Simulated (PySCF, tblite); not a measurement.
**C₅H₁₂O₂Si: geometry, infrared bands and NMR shifts**

What infrared bands and NMR shifts should C₅H₁₂O₂Si (`CO[C@@H]1[C@H]([SiH3])[C@@H]1OC`) show?

The runs use tblite 0.8.0 and PySCF 2.14.0, with density-fitted response routines of our own; the level of theory stands in each step. All values are computed, except where a source is named. Atoms are numbered from 0 throughout.

## Step 1: Starting geometry

20 atoms, charge 0, multiplicity 1; geometry from: force field or distance geometry start.

Bonds of the start (Å): C0–O1 1.41, O1–C2 1.40, C2–C3 1.48, C3–Si4 1.84, C3–C5 1.51, C5–O6 1.38, O6–C7 1.38, C5–C2 1.52, C0–H8 1.10, C0–H9 1.10, C0–H10 1.13, C2–H11 1.11, C3–H12 1.13, Si4–H13 1.47, Si4–H14 1.48, Si4–H15 1.47, C5–H16 1.11, C7–H17 1.10, C7–H18 1.12, C7–H19 1.11.

## Step 2: Geometry optimisation with GFN2-xTB

The job: settings as JSON, then the geometry in Å.

```
{"job": {"kind": "relax", "xc": "GFN2-xTB", "basis": "xTB"}, "charge": 0, "multiplicity": 1}
C      1.997900     1.916200    -1.120000
O      1.069500     0.853900    -1.144500
C      0.988800     0.362500     0.165100
C      0.570300    -1.035900     0.431900
Si     0.194600    -2.241700    -0.912500
C     -0.433600     0.079500     0.627100
O     -1.458400     0.036400    -0.297800
C     -2.702000     0.304700     0.248500
H      2.972100     1.542600    -0.765700
H      2.039300     2.448500    -2.079300
H      1.630700     2.637700    -0.336900
H      1.613600     0.895200     0.918300
H      1.007200    -1.480300     1.370400
H     -0.630500    -1.698500    -1.995200
H     -0.452600    -3.403200    -0.263800
H      1.433700    -2.759800    -1.512700
H     -0.640600     0.318000     1.693500
H     -3.037600    -0.383200     1.031600
H     -2.730900     1.373000     0.576200
H     -3.436700     0.245100    -0.579300
```

Launch:

```
$ OMP_NUM_THREADS=1 python probes_run.py task.json out
```

One launch serves the whole session: the jobs run in the order shown.

**Question.** This job is followed by: GFN2-xTB harmonic vibrations, gas phase; GIAO PBE0/pcSseg-1 NMR shielding, non-relativistic, gas phase. Predict these results of the whole session: strongest single infrared mode (GFN2-xTB); zero-point energy (GFN2-xTB); ¹³C shifts against TMS (PBE0/pcSseg-1, means over atoms taken as alike); ¹H shifts against TMS (PBE0/pcSseg-1, means over atoms taken as alike); ¹⁷O shifts against H2O (PBE0/pcSseg-1, means over atoms taken as alike); ²⁹Si shifts against TMS (PBE0/pcSseg-1).

**Answer**, as computed:

| quantity | value |
| --- | --- |
| strongest single infrared mode (GFN2-xTB) | 2168 cm⁻¹, 375 km/mol |
| zero-point energy (GFN2-xTB) | 98.4 kcal/mol |
| ¹³C shifts against TMS (PBE0/pcSseg-1, means over atoms taken as alike) | 63.0, 60.1, 9.9 ppm |
| ¹H shifts against TMS (PBE0/pcSseg-1, means over atoms taken as alike) | 3.85, 3.57, 3.12, 0.36 ppm |
| ¹⁷O shifts against H2O (PBE0/pcSseg-1, means over atoms taken as alike) | 29.5 ppm |
| ²⁹Si shifts against TMS (PBE0/pcSseg-1) | -88.7 ppm |

**Reading.** Over 111 steps the energy fell by 0.776 eV; of the close pairs, C3–H12 changed most, 1.127 to 1.081 Å. No mode is imaginary among the 54: a minimum at this level. The strongest single mode, at 2168 cm⁻¹, moves mainly H14. GFN2-xTB is a fitted tight-binding method: band positions and strengths are rough. Its intensities can rank the bands wrongly. At PBE0/pcSseg-1: The widest tensor belongs to C2, C5: span 105 ppm, with a paramagnetic part of -126 ppm.
